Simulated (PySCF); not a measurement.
# C12H12: the cost of one run

Programs: PySCF 2.14.0, with routines of our own; each step states its level. All values are computed. Atoms count from 0.

### Step 1. The starting structure

24 atoms, charge 0, multiplicity 1; geometry from: GFN2-xTB.

### Step 2. Magnetic properties: GIAO wB97X-D/pcSseg-1

The job: settings as JSON, then the geometry in Å.

```
{"job": {"kind": "mag", "xc": "wB97X-D", "basis": "pcSseg-1", "isotopologues": 0}, "charge": 0, "multiplicity": 1}
C      2.687526    -1.670185     0.213076
C      1.402421    -0.888322     0.111177
C      1.549184     0.500295     0.082827
C      0.624149     1.530431    -0.003876
C      1.148130     2.943780    -0.008662
C     -0.763260     1.406073    -0.088132
C     -1.538767     0.268394    -0.104246
C     -2.935408     0.229786    -0.189464
C     -3.347322    -1.095798    -0.175983
C     -2.233758    -1.930182    -0.083697
C     -1.084086    -1.143299    -0.035703
C      0.216299    -1.606947     0.057228
H      3.223566    -1.404555     1.123941
H      2.501562    -2.740646     0.226295
H      3.338001    -1.445955    -0.631934
H      2.582386     0.828332     0.139112
H      2.232478     2.971485     0.057968
H      0.738300     3.502022     0.832751
H      0.847397     3.455896    -0.922345
H     -1.313052     2.340137    -0.149250
H     -3.575292     1.090704    -0.253875
H     -4.369328    -1.429454    -0.228523
H     -2.252977    -3.004349    -0.053725
H      0.310116    -2.687879     0.092597
```

With the program's defaults for keys left out, this is: GIAO wB97X-D/pcSseg-1 magnetisability, rotational g tensor and spin-rotation constants, non-relativistic, gas phase.

Command:

```
$ OMP_NUM_THREADS=1 python excited_run.py task.json out
```

This one command runs all jobs of the session in turn.

**Question.** How long does this first job take on 1 thread of Intel Xeon 6975P-C, shared host, and how much memory does it need?

About 85 s, with a peak of 1.6 GiB.
